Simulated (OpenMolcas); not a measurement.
**Rh⁵⁺ with 4 ligands (oxide): CASSCF and CASPT2 levels and susceptibility**

Which state of Rh⁵⁺ lies lowest among these ligands, how large is the field, and what χT follows?

Program: OpenMolcas 26.06. Level of theory: state-averaged CASSCF and CASPT2, spin-orbit coupling by RASSI with atomic mean-field integrals. These are calculated values, not measurements, unless marked.

## (1) The atom as given

| Property | Result |
| --- | --- |
| Species | Rh⁵⁺ (rhodium, Z = 45, 40 electrons) |
| Basis | ANO-RCC-VTZP [7s6p4d2f1g], 124 functions with the ligands |
| Scalar Hamiltonian | DKH2, point nucleus |
| Inactive shells | 1s 2s 2p 3s 3p 3d 4s 4p of the metal, and all ligand shells |
| Active space | 4 electrons in 5 orbitals (4d) |
| Some configurations of this space | 4d4 |
| Orbitals | optimised for each spin and parity, averaged over all roots |

Outer shells as boxes (Hund's rule):

4d4
```
4d [↑ ][↑ ][↑ ][↑ ][  ]
```

Rh⁵⁺ is taken with 4 ligands (oxide) in tetrahedron coordination (Td) at 1.8 Å. A charge of +0.75 e stands 3.2 Å behind each ligand. Ligand basis ANO-RCC-VDZP. The distances are assumed, not relaxed.

```xyz
5

Rh    0.0000    0.0000    0.0000
O     1.0392    1.0392    1.0392
O     1.0392   -1.0392   -1.0392
O    -1.0392    1.0392   -1.0392
O    -1.0392   -1.0392    1.0392
```

Each step is its own input file, run in one work folder so that later steps find the files of earlier ones. Labels, J, g values, rates, χT and fits are worked out afterwards by a script from the matrices that RASSI stores.

## (2) Basis and integrals

Input file a.inp:

```
&GATEWAY
Coord
5

Rh 0.0 0.0 0.0
O 1.039230 1.039230 1.039230
O 1.039230 -1.039230 -1.039230
O -1.039230 1.039230 -1.039230
O -1.039230 -1.039230 1.039230
Basis=Rh.ANO-RCC-VTZP,O.ANO-RCC-VDZP
Group=NoSym
NoMove
AngMom=0.0 0.0 0.0
AMFI
RICD
XField
4 Angstrom 0
2.886751 2.886751 2.886751 0.750000
2.886751 -2.886751 -2.886751 0.750000
-2.886751 2.886751 -2.886751 0.750000
-2.886751 -2.886751 2.886751 0.750000
&SEWARD
```

Command:

```console
> OMP_NUM_THREADS=1 MOLCAS_MEM=2457 MOLCAS_PROJECT=a pymolcas a.inp > a.log
```

## (3) CASSCF: quintets, 5 roots

Input file a.inp:

```
&RASSCF
FileOrb=start.orb
Symmetry=1
Spin=5
nActEl=4 0 0
Inactive=38
Ras2=5
CIRoot=5 5 1
SDav=5
CIMx=300
Iter=150 100
PrWF=0.3
OrbListing=Nothing
MaxOrb=0
LevShft=1.0
>>> COPY $Project.JobIph JOB001
```

start.orb holds start orbitals that the driver prepared beforehand, or those of the step before.

## (4) CASSCF: triplets, 45 roots

Input file a.inp:

```
&RASSCF
FileOrb=start.orb
Symmetry=1
Spin=3
nActEl=4 0 0
Inactive=38
Ras2=5
CIRoot=45 45 1
SDav=45
CIMx=300
Iter=150 100
PrWF=0.3
OrbListing=Nothing
MaxOrb=0
LevShft=1.0
>>> COPY $Project.JobIph JOB002
```

## (5) CASSCF: singlets, 50 roots

Input file a.inp:

```
&RASSCF
FileOrb=start.orb
Symmetry=1
Spin=1
nActEl=4 0 0
Inactive=38
Ras2=5
CIRoot=50 50 1
SDav=50
CIMx=300
Iter=150 100
PrWF=0.3
OrbListing=Nothing
MaxOrb=0
LevShft=1.0
>>> COPY $Project.JobIph JOB003
```

## (6) State interaction with spin-orbit coupling

Input file a.inp:

```
&RASSI
NrOfJobIphs=3 5 45 50
1 2 3 4 5
1 2 3 4 5 6 7 8 9 10 11 12 13 14 15 16 17 18 19 20 21 22 23 24 25 26 27
28 29 30 31 32 33 34 35 36 37 38 39 40 41 42 43 44 45
1 2 3 4 5 6 7 8 9 10 11 12 13 14 15 16 17 18 19 20 21 22 23 24 25 26 27
28 29 30 31 32 33 34 35 36 37 38 39 40 41 42 43 44 45 46 47 48 49 50
IphNames
JOB001
JOB002
JOB003
EJob
SpinOrbit
DIPRint=1.0
SOCoupling=1000.0
Subsets=2
Property=9
'ANGMOM' 1 'ANGMOM' 2 'ANGMOM' 3 'MLTPL  1' 1 'MLTPL  1' 2 'MLTPL  1' 3
'AMFI' 1 'AMFI' 2 'AMFI' 3
SOProperty=3
'ANGMOM' 1 'ANGMOM' 2 'ANGMOM' 3
```

## (7) CASPT2: IPEA 0.25, imaginary shift 0.1 (closed shells correlated: 4s 4p of the metal, with ligand shells; the Frozen line counts the rest)

Input file a.inp:

```
>>> COPY JOB001 $Project.JobIph
&CASPT2
Multistate=5 1 2 3 4 5
NoMult
Frozen=18
IPEA=0.25
Imaginary=0.1
MaxIter=60
WThr=0.0 0.3 0.05
PrWF=0.5
NoMix
>>> COPY JOB002 $Project.JobIph
&CASPT2
Multistate=45 1 2 3 4 5 6 7 8 9 10 11 12 13 14 15 16 17 18 19 20 21 22
23 24 25 26 27 28 29 30 31 32 33 34 35 36 37 38 39 40 41 42 43 44 45
NoMult
Frozen=18
IPEA=0.25
Imaginary=0.1
MaxIter=60
WThr=0.0 0.3 0.05
PrWF=0.5
NoMix
>>> COPY JOB003 $Project.JobIph
&CASPT2
Multistate=50 1 2 3 4 5 6 7 8 9 10 11 12 13 14 15 16 17 18 19 20 21 22
23 24 25 26 27 28 29 30 31 32 33 34 35 36 37 38 39 40 41 42 43 44 45 46
47 48 49 50
NoMult
Frozen=18
IPEA=0.25
Imaginary=0.1
MaxIter=60
WThr=0.0 0.3 0.05
PrWF=0.5
NoMix
```

## (8) CASPT2: IPEA 0.25, sigma2 regulariser 0.3 (closed shells correlated: 4s 4p of the metal, with ligand shells; the Frozen line counts the rest)

Changes to a.inp since step 7:

```diff
@@ -6,3 +6,3 @@
 IPEA=0.25
-Imaginary=0.1
+Sig2=0.3
 MaxIter=60
@@ -18,3 +18,3 @@
 IPEA=0.25
-Imaginary=0.1
+Sig2=0.3
 MaxIter=60
@@ -31,3 +31,3 @@
 IPEA=0.25
-Imaginary=0.1
+Sig2=0.3
 MaxIter=60
```

(Steps that only read results are left out.)

What does the calculation give? Wanted: spin-free ground state; first state of the same spin within the active space; lowest level; next level.

**Answer**, as computed:

```
                                            quantity                                                                                                                                          value
                                              method  SS-CASPT2, IPEA 0.25, imaginary shift 0.1 (closed shells correlated: 4s 4p of the metal, with ligand shells; the Frozen line counts the rest)
                              spin-free ground state                                                                                                                1A1, 1-fold in its orbital part
first state of the same spin within the active space                                                                                                                           singlet at 7130 cm⁻¹
                                        lowest level                                                                                                                                         1-fold
                                          next level                                                                                                                                    5296.9 cm⁻¹
                                         χT at 300 K                                                                                                                                 0.05 cm³ K/mol
                           effective moment at 300 K                                                                                                                                        0.60 μB
```

Cost by method:

```
                                                 method  time of its own steps  time with the reference
                                              A. CASSCF                   80 s                     80 s
   B. SS-CASPT2, IPEA 0.25, imaginary shift 0.1, +4s 4p                9.8 min                   11 min
C. SS-CASPT2, IPEA 0.25, sigma2 regulariser 0.3, +4s 4p                 11 min                   12 min
```

Times are of one thread on a shared host.

What this shows: The spin-free ground state (1A1) is 1-fold and has less than the highest spin computed. CASPT2 does not keep the components of a term degenerate, and the means are used. Reference weights range from 0.53 to 0.64, which points to intruder states or a small active space for some roots. The bonds are covalent and no ligand orbital is active, so the numbers are rough. Bare point charges leave oxide and sulfide ligands too diffuse, so the field comes out too small.
